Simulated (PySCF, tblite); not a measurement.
**CH7BF2GeSi: geometry, infrared bands and NMR shifts**

Wanted: the infrared bands and NMR shifts of CH7BF2GeSi (`FB(F)[SiH2][CH2][GeH3]`), by calculation.

Programs: tblite 0.8.0 and PySCF 2.14.0, with density-fitted response routines of our own. Each step states its level of theory. These are calculated values for one molecule in the gas phase, unless marked as measured. Atoms are numbered from 0 throughout.

## (1) The starting structure

13 atoms, charge 0, multiplicity 1; geometry from: force field or distance geometry start.

Bonds of the start (Å): F0–B1 1.44, B1–F2 1.45, B1–Si3 1.92, Si3–C4 1.87, C4–Ge5 1.95, Si3–H6 1.49, Si3–H7 1.46, C4–H8 1.11, C4–H9 1.11, Ge5–H10 1.53, Ge5–H11 1.56, Ge5–H12 1.54.

## (2) Optimising the geometry with GFN2-xTB

Job settings and geometry (Å):

```
{"job": {"kind": "relax", "xc": "GFN2-xTB", "basis": "xTB"}, "charge": 0, "multiplicity": 1}
F      1.654400     1.756500    -0.752700
B      2.006300     0.696200     0.156000
F      2.870700     1.016800     1.281300
Si     0.938500    -0.897000     0.160700
C     -0.598100    -0.666800    -0.878100
Ge    -1.719900     0.554400     0.141100
H      0.440800    -1.098000     1.546900
H      1.654800    -2.101300    -0.251900
H     -0.314500    -0.198600    -1.839900
H     -1.069500    -1.665900    -0.993700
H     -3.218600     0.296400    -0.036600
H     -1.372700     0.319700     1.647400
H     -1.276600     1.988000    -0.198400
```

Run with:

```console
$ OMP_NUM_THREADS=1 python probes_run.py task.json out
```

One launch serves the whole session: the jobs run in the order shown.

The program printed:

```text
step      E/eV     max force
  0    -546.81947    3.664
  1    -547.27505    2.192
  2    -547.42213    2.337
  3    -547.49141    1.005
  4    -547.56335    0.556
  5    -547.58446    0.639
  6    -547.60349    0.350
  7    -547.61593    0.304
  8    -547.62997    0.364
  9    -547.63919    0.351
 10    -547.64598    0.212
 11    -547.65149    0.195
 12    -547.65682    0.195
 13    -547.66279    0.319
 14    -547.66958    0.316
 15    -547.67547    0.247
 16    -547.68004    0.268
 17    -547.68491    0.234
 18    -547.69104    0.299
 19    -547.69740    0.290
 20    -547.70284    0.231
 21    -547.70699    0.187
 22    -547.70981    0.152
 23    -547.71194    0.113
 24    -547.71354    0.094
 25    -547.71492    0.112
 26    -547.71667    0.123
 27    -547.71876    0.141
 28    -547.72041    0.104
 29    -547.72124    0.064
 30    -547.72180    0.069
 31    -547.72255    0.086
 32    -547.72359    0.104
 33    -547.72467    0.094
 34    -547.72555    0.098
 35    -547.72643    0.107
 36    -547.72765    0.117
 37    -547.72940    0.144
 38    -547.73134    0.133
 39    -547.73293    0.083
 40    -547.73414    0.093
 41    -547.73544    0.115
 42    -547.73724    0.158
 43    -547.73913    0.134
 44    -547.74048    0.100
 45    -547.74146    0.100
 46    -547.74252    0.099
 47    -547.74376    0.156
 48    -547.74512    0.124
 49    -547.74618    0.064
 50    -547.74666    0.050
 51    -547.74703    0.066
 52    -547.74775    0.088
 53    -547.74837    0.083
 54    -547.74884    0.049
 55    -547.74917    0.050
 56    -547.74953    0.058
 57    -547.74995    0.070
 58    -547.75040    0.075
 59    -547.75077    0.055
 60    -547.75103    0.045
 61    -547.75122    0.034
 62    -547.75136    0.030
 63    -547.75149    0.027
 64    -547.75165    0.032
 65    -547.75184    0.039
 66    -547.75205    0.043
 67    -547.75224    0.035
 68    -547.75240    0.031
 69    -547.75255    0.033
 70    -547.75272    0.033
 71    -547.75289    0.039
 72    -547.75306    0.040
 73    -547.75324    0.041
 74    -547.75350    0.044
 75    -547.75382    0.048
 76    -547.75411    0.044
 77    -547.75426    0.027
 78    -547.75434    0.040
 79    -547.75442    0.028
 80    -547.75459    0.034
 81    -547.75472    0.041
 82    -547.75485    0.031
 83    -547.75494    0.033
 84    -547.75503    0.030
 85    -547.75517    0.039
 86    -547.75537    0.049
 87    -547.75556    0.035
 88    -547.75570    0.035
 89    -547.75580    0.034
 90    -547.75594    0.050
 91    -547.75619    0.073
 92    -547.75669    0.103
 93    -547.75672    0.247
 94    -547.75805    0.058
 95    -547.75873    0.056
 96    -547.75898    0.164
 97    -547.75951    0.050
 98    -547.75977    0.047
 99    -547.76023    0.300
100    -547.76142    0.067
101    -547.76193    0.039
102    -547.76232    0.174
103    -547.76273    0.071
104    -547.76296    0.043
105    -547.76322    0.031
106    -547.76342    0.050
107    -547.76379    0.073
108    -547.76432    0.084
109    -547.76487    0.069
110    -547.76524    0.071
111    -547.76530    0.071
112    -547.76554    0.040
113    -547.76562    0.036
114    -547.76582    0.030
115    -547.76604    0.033
116    -547.76636    0.043
117    -547.76663    0.042
118    -547.76676    0.025
119    -547.76683    0.022
120    -547.76690    0.022
121    -547.76707    0.025
122    -547.76713    0.084
123    -547.76736    0.049
124    -547.76757    0.044
125    -547.76801    0.040
126    -547.76831    0.046
127    -547.76854    0.056
128    -547.76879    0.056
129    -547.76899    0.051
130    -547.76908    0.092
131    -547.76937    0.045
132    -547.76961    0.035
133    -547.77010    0.065
134    -547.77046    0.073
135    -547.77102    0.085
136    -547.77162    0.103
137    -547.77186    0.144
138    -547.77227    0.067
139    -547.77246    0.043
140    -547.77277    0.027
141    -547.77289    0.033
142    -547.77307    0.042
143    -547.77322    0.040
144    -547.77341    0.051
145    -547.77355    0.040
146    -547.77366    0.064
147    -547.77376    0.046
148    -547.77387    0.031
149    -547.77401    0.028
150    -547.77412    0.029
151    -547.77430    0.045
152    -547.77456    0.048
153    -547.77499    0.054
154    -547.77564    0.078
155    -547.77660    0.086
156    -547.77765    0.082
157    -547.77814    0.095
158    -547.77872    0.176
159    -547.77935    0.067
160    -547.77987    0.048
161    -547.78058    0.058
162    -547.78103    0.077
163    -547.78153    0.102
164    -547.78225    0.062
165    -547.78296    0.064
166    -547.78337    0.050
167    -547.78360    0.042
168    -547.78382    0.039
169    -547.78406    0.060
170    -547.78422    0.040
171    -547.78433    0.023
172    -547.78437    0.017
173    -547.78439    0.010
```

Run time: 1.1 s. Hardware: 1 thread of Arm Neoverse V1, shared host.

The steps of the relaxation: (not every step is listed)

```tsv
step	energy from step 0 (eV)	largest force (eV/Å)
0	0.0000	3.6637
1	-0.4556	2.1918
2	-0.6027	2.3366
3	-0.6719	1.0054
4	-0.7439	0.5556
5	-0.7650	0.6391
6	-0.7840	0.3504
7	-0.7965	0.3036
8	-0.8105	0.3637
24	-0.8941	0.0937
40	-0.9147	0.0934
56	-0.9301	0.0579
72	-0.9336	0.0405
88	-0.9362	0.0347
104	-0.9435	0.0432
120	-0.9474	0.0216
136	-0.9521	0.1035
152	-0.9551	0.0482
168	-0.9643	0.0393
169	-0.9646	0.0602
170	-0.9647	0.0400
171	-0.9649	0.0234
172	-0.9649	0.0165
173	-0.9649	0.0098
```

Distances of close pairs at the start and the end, largest changes first:

```tsv
bond	before (Å)	after (Å)	change (Å)
B1–F2	1.455	1.318	-0.137
F0–B1	1.440	1.327	-0.113
Ge5–H11	1.564	1.493	-0.070
B1–Si3	1.918	1.978	+0.060
Ge5–H12	1.539	1.491	-0.047
Si3–C4	1.869	1.906	+0.037
C4–Ge5	1.946	1.975	+0.028
Ge5–H10	1.531	1.504	-0.027
```

The next job starts from the end point, and lists it.

## (3) Vibrational analysis with GFN2-xTB

Job settings and geometry (Å):

```
{"job": {"kind": "ir", "xc": "GFN2-xTB", "basis": "xTB"}, "charge": 0, "multiplicity": 1}
F      1.075296     1.822905     0.636907
B      1.856451     0.767808     0.445031
F      3.135641     1.081119     0.487316
Si     1.076228    -1.026202     0.152342
C     -0.620411    -0.800854    -0.685594
Ge    -1.653843     0.738389    -0.005209
H      0.856338    -1.721818     1.433755
H      1.895074    -1.926076    -0.674719
H     -0.492516    -0.672149    -1.760893
H     -1.212130    -1.705758    -0.552502
H     -3.112068     0.525350    -0.305361
H     -1.537440     0.897366     1.474992
H     -1.271006     2.020407    -0.663794
```

The program printed:

```text
mode    cm-1     km/mol
  1      29.3      0.26
  2      61.5      0.19
  3      86.9      3.13
  4     144.7      0.70
  5     208.8      0.70
  6     226.1      9.33
  7     315.5     23.73
  8     370.7     40.51
  9     448.0     29.71
 10     471.2      7.45
 11     491.8     41.56
 12     558.0     29.45
 13     575.3     16.08
 14     612.1     18.89
 15     679.9    151.50
 16     717.4    238.91
 17     754.3    366.34
 18     793.1    233.01
 19     806.8    223.76
 20     862.6    103.09
 21     887.7     97.96
 22     999.4      6.76
 23    1102.1     67.60
 24    1189.4    228.36
 25    1243.1    274.41
 26    1435.6      0.27
 27    1960.8    237.53
 28    2050.6    400.24
 29    2091.2    386.66
 30    2179.0    376.53
 31    2212.1    328.71
 32    2960.6     27.95
 33    2977.5     16.44
```

Wall time 0.4 s (1 thread of Arm Neoverse V1, shared host).

The strongest bands and the atoms that carry them (share of the mass-weighted mode):

```tsv
cm⁻¹	km/mol	atoms
717	238.9	H6 31 %, C4 22 %, H7 16 %, H9 11 %
754	366.3	C4 32 %, Si3 19 %, H11 13 %, H12 12 %
1243	274.4	B1 70 %, F2 29 %
1961	237.5	H10 74 %, H11 15 %, H12 11 %
2051	400.2	H11 52 %, H10 25 %, H12 22 %
2091	386.7	H12 65 %, H11 32 %
2179	376.5	H6 95 %
2212	328.7	H7 95 %
```

## (4) Shielding tensors: PBE0/pcSseg-1

The job, as its differences from that of step 3:

```diff
@@ -1,2 +1,2 @@
-{"job": {"kind": "ir", "xc": "GFN2-xTB", "basis": "xTB"}, "charge": 0, "multiplicity": 1}
+{"job": {"kind": "nmr", "xc": "PBE0", "basis": "pcSseg-1"}, "charge": 0, "multiplicity": 1}
 F      1.075296     1.822905     0.636907
```

With the program's defaults for keys left out, this is: GIAO PBE0/pcSseg-1 NMR shielding, non-relativistic, gas phase.

The program printed:

```text
coarse grid: 52096 points
cycle   1  E = -2632.4322508226  dE = -2.814e-01  |g| = 1.045e+00  |ddm| = 3.284e+00
cycle   2  E = -2632.3446183463  dE =  8.763e-02  |g| = 1.243e+00  |ddm| = 1.066e+00
cycle   3  E = -2632.5369139090  dE = -1.923e-01  |g| = 1.360e-01  |ddm| = 6.943e-01
cycle   4  E = -2632.5395020230  dE = -2.588e-03  |g| = 4.979e-02  |ddm| = 8.399e-02
cycle   5  E = -2632.5397344887  dE = -2.325e-04  |g| = 4.891e-03  |ddm| = 2.656e-02
cycle   6  E = -2632.5397386639  dE = -4.175e-06  |g| = 2.164e-03  |ddm| = 6.498e-03
final grid: 108192 points
cycle   7  E = -2632.5397585392  dE =  9.534e-07  |g| = 3.236e-03  |ddm| = 4.281e-03
cycle   8  E = -2632.5397561149  dE =  2.424e-06  |g| = 4.968e-03  |ddm| = 5.347e-03
cycle   9  E = -2632.5397605202  dE = -4.405e-06  |g| = 1.921e-04  |ddm| = 3.026e-03
cycle  10  E = -2632.5397605285  dE = -8.300e-09  |g| = 4.376e-05  |ddm| = 2.021e-04
cycle  11  E = -2632.5397605289  dE = -3.961e-10  |g| = 2.338e-06  |ddm| = 3.533e-05
converged SCF energy = -2632.5397605289

GIAO shielding tensors (ppm)
atom      isotropic    diamagn.    paramagn.     s11        s22        s33       span
  0 F      181.795     471.960    -290.165    -33.602    243.728    335.259    368.861
  1 B       68.762     196.574    -127.812     39.526     81.493     85.268     45.743
  2 F      188.696     466.118    -277.422    -29.983    255.372    340.698    370.681
  3 Si     435.867     880.795    -444.928    394.144    423.160    490.299     96.156
  4 C      205.582     256.063     -50.480    198.971    207.239    210.537     11.566
  5 Ge    1557.769    2756.076   -1198.307   1498.613   1507.644   1667.049    168.436
  6 H       27.692      28.999      -1.307     24.267     25.673     33.137      8.870
  7 H       27.617      28.683      -1.066     23.451     25.372     34.030     10.580
  8 H       31.804      31.630       0.175     25.833     28.862     40.717     14.884
  9 H       31.596      30.964       0.632     25.060     28.865     40.863     15.803
 10 H       27.977      29.079      -1.102     20.862     22.547     40.521     19.659
 11 H       28.145      29.974      -1.829     21.588     23.909     38.937     17.349
 12 H       27.962      29.946      -1.984     21.245     23.552     39.089     17.844
```

Run time: 24 s. Hardware: 1 thread of Arm Neoverse V1, shared host; peak memory 0.72 GiB.

The references, computed at this level on geometries of the same kind, shield at (ppm): ¹H TMS 31.72, ¹³C TMS 186.9, ²⁹Si TMS 349.2, ¹⁹F CFCl3 170.9, ¹¹B BF3·OEt2 100.1, ⁷³Ge GeMe4 1331. Their shielding less the atom's gives the shift. The references are single molecules in the gas phase, so shifts against H2O, NH3, PH3, H3PO4 or CFCl3 are not on the usual liquid scales and can be off by tens of ppm. Atoms listed in one row are averaged.

```tsv
atoms	environment	σ (ppm)	δ (ppm)
C4	sp3 CH2 bonded to Ge and Si	205.6	-18.7
H6, H7	hydrogen on a silicon bonded to C, B	27.65	4.06
H10, H11, H12	hydrogen on a germanium bonded to C	28.03	3.69
H8, H9	hydrogen on an sp3 CH2 bonded to Ge and Si	31.70	0.02
F0, F2	fluorine bonded to B	185.2	-14.3
B1	boron bonded to 2 F, Si	68.8	31.3
Si3	silicon bonded to C, B, 2 H	435.9	-86.7
Ge5	germanium bonded to C, 3 H	1558	-227
```

Charges from the same density, by scheme (e):

```tsv
atoms	Mulliken	IAO	Hirshfeld	ESP fit
F0, F2	-0.28	-0.30	-0.13	-0.26
B1	0.54	0.48	0.23	0.55
Si3	0.37	0.56	0.26	0.18
C4	-0.80	-0.78	-0.24	-0.32
Ge5	0.21	0.49	0.29	0.27
```

Mayer bond orders: F0–B1 1.08, B1–F2 1.13, B1–Si3 0.94, Si3–C4 0.90, C4–Ge5 0.94.

## (5) Summary of results

| quantity | value |
| --- | --- |
| strongest single infrared mode (GFN2-xTB) | 2051 cm⁻¹, 400 km/mol |
| zero-point energy (GFN2-xTB) | 46.5 kcal/mol |
| ¹³C shifts against TMS (PBE0/pcSseg-1) | -18.7 ppm |
| ¹H shifts against TMS (PBE0/pcSseg-1, means over atoms taken as alike) | 4.06, 3.69, 0.02 ppm |
| ¹⁹F shifts against CFCl3 (PBE0/pcSseg-1, means over atoms taken as alike) | -14.3 ppm |
| ¹¹B shifts against BF3·OEt2 (PBE0/pcSseg-1) | 31.3 ppm |
| ²⁹Si shifts against TMS (PBE0/pcSseg-1) | -86.7 ppm |
| ⁷³Ge shifts against GeMe4 (PBE0/pcSseg-1) | -227 ppm |

What this shows: The optimisation took 173 steps and gained 0.965 eV; among the close pairs (by a distance rule), B1–F2 changed most, from 1.455 to 1.318 Å. All 33 modes are real, so the xTB geometry is a minimum. The strongest single mode, at 2051 cm⁻¹, moves mainly H11. GFN2-xTB is a fitted tight-binding method: band positions and strengths are rough. Its intensities can rank the bands wrongly. At PBE0/pcSseg-1: The largest span, 370 ppm, is at F0, F2, where the paramagnetic term is -284 ppm. Spin-orbit coupling is left out, which matters for shieldings and couplings at and beside the heavy atoms.
